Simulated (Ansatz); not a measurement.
# GaF (F-43m) in Ansatz: equation of state

Aim: energy against volume of GaF in PBE, for its equilibrium volume and stiffness.

All numbers are computed with Ansatz 0.2.0; they aren't measurements. Logs are shortened: lines on timing, memory, paths and dates and some standing lists are left out, and cuts for length are marked.

### 1 Starting point

It takes space group F-43m (No. 216, cubic). Conventional cell: a = 5.692 Å, b = 5.692 Å, c = 5.692 Å, α = 90.00°, β = 90.00°, γ = 90.00°. Ga (site symmetry -43m) has 4 F at 2.46 Å as nearest neighbours. Around F (site symmetry -43m) lie 4 Ga at 2.46 Å.

The cell was built by a generator and needn't be a form met in nature.

### 2 Single point, PBE, 21.67 Å³/atom (volume scaled by 0.94)

Input file input.yaml:

```yaml
crystal:
  lattice:
    - [0.0, 2.7881371661, 2.7881371661]
    - [2.7881371661, 0.0, 2.7881371661]
    - [2.7881371661, 2.7881371661, 0.0]
  atoms:
    - { symbol: Ga, position: [0.25, 0.25, 0.25] }
    - { symbol: F, position: [0.0, 0.0, 0.0] }
hamiltonian:
  xc: pbe
  pseudopotentials: { kind: paw }
kpoints:
  mp_grid: { grid: [8, 8, 8] }
scf:
  occupations: { method: fermi_dirac, width: 0.05 }
output:
  forces: true
  stress: true
  eigenvalues: true
```

Potentials or basis: Ansatz PAW.

Run with:

```console
$ ansatz run input.yaml --threads 2 --pin off --max-ram 5632MiB --backend cpu --events-out ev --progress --plain --runs-dir out
```

Standard output:

```text
Warning: RAYON_NUM_THREADS=2 ignored (pool sized by the plan → 2); use --threads N
Engine: ansatz 0.2.0, aarch64-unknown-linux-gnu
Pseudopotentials: kind: paw
Pseudopotential: Ga, paw, valence charge 13, recommended cutoff 420 eV (normal), Ga.paw.azcp
Pseudopotential: F, paw, valence charge 7, recommended cutoff 420 eV (normal), F.paw.azcp
Functional definition: PBE
  parameter kappa = 0.804
  parameter beta = 0.06672455060314922
  exchange = pbe_x(kappa = kappa, mu = beta*pi^2/3)
  correlation = pbe_c(beta = beta)
Crystal: 2 atoms, lattice volume = 43.348 Å³
Basis set: ecut = 420 eV, 869 PW (Γ), exchange–correlation on 54×54×54 points (8 copies of the dense FFT grid, shifted against one another)
Bands: 14, of which v1, the nominal top of the filled ones, is band 10 counted from 1 (9 counted from 0)
Symmetry: 24 space group operations
Space group: F-43m (ITA 216), of the structure as read, at distance tolerance 3.5e-5 Å
k-points: 29 of 512 (time reversal used)
Non-local potential: Ga, projectors of the file, l = 0: 2, l = 1: 2, l = 2: 3, l = 3: 1
Non-local potential: F, projectors of the file, l = 0: 2, l = 1: 2, l = 2: 1
PAW form: soft (Blöchl's): semilocal exchange-correlation on the pseudo side does not see the compensation charge
PAW one-centre angular grid: Ga, 590 points (default); XC on 64 Gauss nodes
PAW one-centre angular grid: F, 110 points (default); XC on 64 Gauss nodes
Initial density: superposition of atomic densities (neutral atoms: chi_scale 0, normalization atom), corrected by the library's trained network
Initial wavefunctions: pseudopotential atomic-orbital guess
Functional: x = pbe(κ = 0.804, μ = 0.2195149727645171), c = pbe(β = 0.06672455060314922)
SCF iter   1: F=—  HF=-4591.386256 eV  |F-HF|=—  |Δ(HF+E_count)|=         —  Δρ=2.37e-3  dr2=1.91e-3  ethr=1.77e-3  ⟨swp⟩=5.7  Hψ=2046  notcnv=0
preconditioner: auto → none  [insulator: Δε(μ)=2.028 eV  Ē_g=16.665 eV  σ=0.050 eV  W_gap=1.00  n_scr=14 (ndim 8)  ℏωp=25.2 eV  f_vac=0.183  D(μ)=0.00/eV (n_scr^D=0)  ε∞_Penn≈3.3]
SCF iter   2: F=—  HF=-4591.387141 eV  |F-HF|=—  |Δ(HF+E_count)|=   8.85e-4  Δρ=1.86e-3  dr2=7.69e-4  ethr=9.57e-6  ⟨swp⟩=2.0  Hψ=870  notcnv=0
SCF iter   3: F=—  HF=-4591.387483 eV  |F-HF|=—  |Δ(HF+E_count)|=   3.43e-4  Δρ=9.14e-4  dr2=3.05e-4  ethr=3.85e-6  ⟨swp⟩=2.0  Hψ=696  notcnv=0
SCF iter   4: F=—  HF=-4591.387691 eV  |F-HF|=—  |Δ(HF+E_count)|=   2.08e-4  Δρ=6.00e-5  dr2=1.86e-6  ethr=1.52e-6  ⟨swp⟩=2.0  Hψ=526  notcnv=0
SCF iter   5: F=—  HF=-4591.387704 eV  |F-HF|=—  |Δ(HF+E_count)|=   1.24e-5  Δρ=2.23e-5  dr2=1.85e-7  ethr=9.30e-9  ⟨swp⟩=2.0  Hψ=519  notcnv=0
SCF iter   6: F=-4591.387704 eV  HF=-4591.387704 eV  |F-HF|=6.10e-9  |Δ(HF+E_count)|=   4.39e-7  Δρ=1.98e-6  dr2=1.22e-9  ethr=5.00e-10  ⟨swp⟩=5.9  Hψ=1767  notcnv=0
SCF 1 converged in 6 iterations: F = -4591.387704 eV  dr2 = 1.22e-9
SCF converged after 6 iterations
Free energy (F): -4591.387704 eV
Harris-Foulkes:  -4591.387704 eV  (|F-HF|=6.10e-9)
Internal energy: -4591.387704 eV  (E = F + TS)
E sigma→0 (E₀):  -4591.387704 eV
Fermi energy:    3.973993 eV
--- Per-component energies (eV) ---
  E_band       = -150.673764
  E_kinetic    = 318.443385
  E_local      = -2848.514373  (includes V_loc(G=0)·N_el)
  E_nonlocal   = 493.075076
  E_hartree    = 1254.895027
  E_xc         = -148.995672
  E_vxc        = -159.534464  (∫ρ·V_xc dr)
  E_paw        = -2181.339081  (= ΣΔE_a)
  E_vpaw       = -463.936350  (= ΣTr[D̂ρ^β])
  E_aug_tail   = 0.001958  (compensation charges beyond the density's cutoff)
  E_ewald      = -1478.954024
  E_smearing   = -0.000000  (= −TS)
  E_closure    = -0.000000  (closes the sum)
  Σ components = -4591.387704   (vs F -4591.387704, Δ=0.00e0)
--- Forces (eV/Å), atoms counted from 1 ---
  atom   1  Ga     0.00000000    -0.00000000     0.00000000
  atom   2  F     -0.00000000     0.00000000     0.00000000
  max |Σ_I F_I| component: 1.48e-16 eV/Å
--- Stress (GPa, compression-positive) ---
        1.834734      -0.000000      -0.000000
       -0.000000       1.834734       0.000000
       -0.000000       0.000000       1.834734
  P = ⅓ Tr σ = 1.8347 GPa (18.347 kbar)
--- Band table (eV; the first three rows and the last of 29) ---
  k-point 0: bands = ["-19.3645", "-10.6870", "-10.6870", "-10.6870", "-10.6570", "-10.6570", "-1.2691", "-0.7688", "-0.7688", "-0.7688", "9.5017", "9.5017", "9.5017", "13.1196"]
  k-point 1: bands = ["-19.3567", "-10.6844", "-10.6844", "-10.6800", "-10.6570", "-10.6570", "-1.7577", "-0.7929", "-0.7929", "-0.1570", "8.5713", "9.5053", "9.5053", "13.9316"]
  k-point 2: bands = ["-19.3380", "-10.6799", "-10.6799", "-10.6619", "-10.6550", "-10.6550", "-2.2715", "-0.8499", "-0.8499", "0.6909", "7.1074", "9.4898", "9.4898", "14.0230"]
  k-point 28: bands = ["-19.2946", "-10.6692", "-10.6679", "-10.6530", "-10.6482", "-10.6185", "-2.5042", "-1.3977", "-1.2993", "2.9149", "6.0741", "7.2406", "8.3098", "12.7473"]
```

It took 0.95 s on 2 threads of Arm Neoverse V1, shared host; peak memory 0.29 GiB.

What came out:

```
Free energy            : -4591.3877 eV
Pressure               : 1.8 GPa
Band gap on the k mesh : 2.01 eV, indirect (least direct gap 2.02 eV)
```

### 3 Single point, PBE, 22.14 Å³/atom (volume scaled by 0.96)

input.yaml, as its differences from that of step 2:

```diff
@@ -2,5 +2,5 @@
   lattice:
-    - [0.0, 2.7881371661, 2.7881371661]
-    - [2.7881371661, 0.0, 2.7881371661]
-    - [2.7881371661, 2.7881371661, 0.0]
+    - [0.0, 2.8077725818, 2.8077725818]
+    - [2.8077725818, 0.0, 2.8077725818]
+    - [2.8077725818, 2.8077725818, 0.0]
   atoms:
```

Potentials or basis: Ansatz PAW.

Run with:

```console
$ ansatz run input.yaml --threads 2 --pin off --max-ram 5632MiB --backend cpu --events-out ev --progress --plain --runs-dir out
```

Wall time 0.99 s (2 threads of Arm Neoverse V1, shared host); peak memory 0.29 GiB.

It converged, with:

```
Free energy            : -4591.3961 eV
Pressure               : 1.2 GPa
Band gap on the k mesh : 2.11 eV, indirect (least direct gap 2.11 eV)
```

### 4 Single point, PBE, 22.60 Å³/atom (volume scaled by 0.98)

input.yaml, as its differences from that of step 3:

```diff
@@ -2,5 +2,5 @@
   lattice:
-    - [0.0, 2.8077725818, 2.8077725818]
-    - [2.8077725818, 0.0, 2.8077725818]
-    - [2.8077725818, 2.8077725818, 0.0]
+    - [0.0, 2.8271371425, 2.8271371425]
+    - [2.8271371425, 0.0, 2.8271371425]
+    - [2.8271371425, 2.8271371425, 0.0]
   atoms:
@@ -19 +19,5 @@
   eigenvalues: true
+  write_density: true
+  write_potential: true
+  elf: true
+  volumetric_format: npy
```

Run with:

```console
$ ansatz run input.yaml --threads 2 --pin off --max-ram 5632MiB --backend cpu --events-out ev --progress --plain --runs-dir out
```

It took 1.3 s on 2 threads of Arm Neoverse V1, shared host; peak memory 0.3 GiB.

The run converged. Its results:

| Quantity | Value |
| --- | --- |
| Free energy | -4591.4011 eV |
| Pressure | 0.5 GPa |
| Band gap on the k mesh | 2.19 eV, indirect (least direct gap 2.20 eV) |

### 5 Single point, PBE, 23.06 Å³/atom

Input file input.yaml:

```yaml
crystal:
  lattice:
    - [0.0, 2.84624, 2.84624]
    - [2.84624, 0.0, 2.84624]
    - [2.84624, 2.84624, 0.0]
  atoms:
    - { symbol: Ga, position: [0.25, 0.25, 0.25] }
    - { symbol: F, position: [0.0, 0.0, 0.0] }
hamiltonian:
  xc: pbe
  pseudopotentials: { kind: paw }
kpoints:
  mp_grid: { grid: [8, 8, 8] }
scf:
  occupations: { method: fermi_dirac, width: 0.05 }
output:
  forces: true
  stress: true
  eigenvalues: true
```

Run with:

```console
$ ansatz run input.yaml --threads 2 --pin off --max-ram 5632MiB --backend cpu --events-out ev --progress --plain --runs-dir out
```

Wall time 1 s (2 threads of Arm Neoverse V1, shared host); peak memory 0.29 GiB.

The run converged. Its results:

| Item | Value |
| --- | --- |
| Free energy | -4591.4025 eV |
| Pressure | 0.0 GPa |
| Band gap on the k mesh | 2.27 eV, indirect (least direct gap 2.28 eV) |

### 6 Single point, PBE, 23.52 Å³/atom (volume scaled by 1.02)

input.yaml, as its differences from that of step 5:

```diff
@@ -2,5 +2,5 @@
   lattice:
-    - [0.0, 2.84624, 2.84624]
-    - [2.84624, 0.0, 2.84624]
-    - [2.84624, 2.84624, 0.0]
+    - [0.0, 2.8650898209, 2.8650898209]
+    - [2.8650898209, 0.0, 2.8650898209]
+    - [2.8650898209, 2.8650898209, 0.0]
   atoms:
```

Potentials or basis: Ansatz PAW.

Run with:

```console
$ ansatz run input.yaml --threads 2 --pin off --max-ram 5632MiB --backend cpu --events-out ev --progress --plain --runs-dir out
```

It took 1.1 s on 2 threads of Arm Neoverse V1, shared host; peak memory 0.3 GiB.

Results (log left out):

| Item | Value |
| --- | --- |
| Free energy | -4591.4011 eV |
| Pressure | -0.5 GPa |
| Band gap on the k mesh | 2.35 eV, indirect (least direct gap 2.36 eV) |

### 7 Single point, PBE, 23.98 Å³/atom (volume scaled by 1.04)

input.yaml, as its differences from that of step 6:

```diff
@@ -2,5 +2,5 @@
   lattice:
-    - [0.0, 2.8650898209, 2.8650898209]
-    - [2.8650898209, 0.0, 2.8650898209]
-    - [2.8650898209, 2.8650898209, 0.0]
+    - [0.0, 2.8836948215, 2.8836948215]
+    - [2.8836948215, 0.0, 2.8836948215]
+    - [2.8836948215, 2.8836948215, 0.0]
   atoms:
```

Run with:

```console
$ ansatz run input.yaml --threads 2 --pin off --max-ram 5632MiB --backend cpu --events-out ev --progress --plain --runs-dir out
```

It took 0.99 s on 2 threads of Arm Neoverse V1, shared host; peak memory 0.3 GiB.

The run converged. Its results:

| Property | Result |
| --- | --- |
| Free energy | -4591.3970 eV |
| Pressure | -0.9 GPa |
| Band gap on the k mesh | 2.42 eV, indirect (least direct gap 2.44 eV) |

### 8 Single point, PBE, 24.44 Å³/atom (volume scaled by 1.06)

input.yaml, as its differences from that of step 7:

```diff
@@ -2,5 +2,5 @@
   lattice:
-    - [0.0, 2.8836948215, 2.8836948215]
-    - [2.8836948215, 0.0, 2.8836948215]
-    - [2.8836948215, 2.8836948215, 0.0]
+    - [0.0, 2.9020627997, 2.9020627997]
+    - [2.9020627997, 0.0, 2.9020627997]
+    - [2.9020627997, 2.9020627997, 0.0]
   atoms:
@@ -19 +19,5 @@
   eigenvalues: true
+  write_density: true
+  write_potential: true
+  elf: true
+  volumetric_format: npy
```

Potentials or basis: Ansatz PAW.

Run with:

```console
$ ansatz run input.yaml --threads 2 --pin off --max-ram 5632MiB --backend cpu --events-out ev --progress --plain --runs-dir out
```

Standard output:

```text
Warning: RAYON_NUM_THREADS=2 ignored (pool sized by the plan → 2); use --threads N
[... 9 set-up lines as earlier in the session ...]
Crystal: 2 atoms, lattice volume = 48.882 Å³
Basis set: ecut = 420 eV, 941 PW (Γ), exchange–correlation on 60×60×60 points (8 copies of the dense FFT grid, shifted against one another)
Bands: 14, of which v1, the nominal top of the filled ones, is band 10 counted from 1 (9 counted from 0)
[... 1 set-up line as earlier in the session ...]
Space group: F-43m (ITA 216), of the structure as read, at distance tolerance 3.7e-5 Å
k-points: 29 of 512 (time reversal used)
[... 26 lines left out ...]
  E_local      = -2946.636082  (includes V_loc(G=0)·N_el)
  E_nonlocal   = 492.866068
  E_hartree    = 1295.863050
  E_xc         = -148.492872
  E_vxc        = -158.808070  (∫ρ·V_xc dr)
  E_paw        = -2181.139652  (= ΣΔE_a)
  E_vpaw       = -463.652301  (= ΣTr[D̂ρ^β])
  E_aug_tail   = 0.001989  (compensation charges beyond the density's cutoff)
  E_ewald      = -1420.895055
  E_smearing   = -0.000000  (= −TS)
  E_closure    = -0.000000  (closes the sum)
  Σ components = -4591.390303   (vs F -4591.390303, Δ=0.00e0)
--- Forces (eV/Å), atoms counted from 1 ---
  atom   1  Ga     0.00000000    -0.00000000     0.00000000
  atom   2  F     -0.00000000     0.00000000    -0.00000000
  max |Σ_I F_I| component: 1.85e-17 eV/Å
--- Stress (GPa, compression-positive) ---
       -1.347673       0.000000      -0.000000
       -0.000000      -1.347673       0.000000
       -0.000000       0.000000      -1.347673
  P = ⅓ Tr σ = -1.3477 GPa (-13.477 kbar)
--- Band table (eV; the first three rows and the last of 29) ---
  k-point 0: bands = ["-19.7975", "-11.7546", "-11.7546", "-11.7546", "-11.7390", "-11.7390", "-2.1383", "-1.2862", "-1.2862", "-1.2862", "8.0552", "8.0552", "8.0552", "11.2988"]
  k-point 1: bands = ["-19.7924", "-11.7530", "-11.7530", "-11.7502", "-11.7389", "-11.7389", "-2.4240", "-1.3061", "-1.3061", "-0.8896", "7.2131", "8.0549", "8.0549", "12.0851"]
  k-point 2: bands = ["-19.7800", "-11.7505", "-11.7505", "-11.7390", "-11.7373", "-11.7373", "-2.8005", "-1.3531", "-1.3531", "-0.2200", "5.9039", "8.0381", "8.0381", "12.4293"]
  k-point 28: bands = ["-19.7512", "-11.7457", "-11.7434", "-11.7361", "-11.7309", "-11.7128", "-2.9877", "-1.8048", "-1.7195", "1.5793", "5.1269", "5.9969", "7.0702", "11.3380"]
```

rho_z.tsv:

```text
# z_ang	rho[e/angstrom^3]
# format = ansatz-planar-average/11
# lattice	0.000000000	2.902062800	2.902062800
# lattice	2.902062800	0.000000000	2.902062800
# lattice	2.902062800	2.902062800	0.000000000
# sites	2
# site	31	1.451031400	1.451031400	1.451031400
# site	9	0.000000000	0.000000000	0.000000000
0.000000	6.797977e-1
0.136805	6.709082e-1
0.273609	6.164836e-1
0.410414	5.677535e-1
0.547218	5.972381e-1
0.684023	7.589580e-1
[... 22 lines left out ...]
3.830527	5.134957e-1
3.967332	6.238618e-1
```

Run time: 1.4 s. Hardware: 2 threads of Arm Neoverse V1, shared host; peak memory 0.31 GiB.

Results:

```
Free energy            : -4591.3903 eV
Pressure               : -1.3 GPa
Band gap on the k mesh : 2.49 eV, indirect (least direct gap 2.51 eV)
```

### 9 Equation of state, PBE

Potentials or basis: Ansatz PAW.

No new run: the results of the series are fitted here.

Results:

```
Equilibrium volume                      : 23.06 Å³/atom
Bulk modulus                            : 26 GPa
Pressure derivative of the bulk modulus : 3.6
```

Energy against volume, from the lowest point:
| volume (Å³/atom) | energy (meV/atom) |
| --- | --- |
| 21.674 | 7.41 |
| 22.135 | 3.19 |
| 22.596 | 0.74 |
| 23.058 | 0.00 |
| 23.519 | 0.69 |
| 23.980 | 2.76 |
| 24.441 | 6.11 |
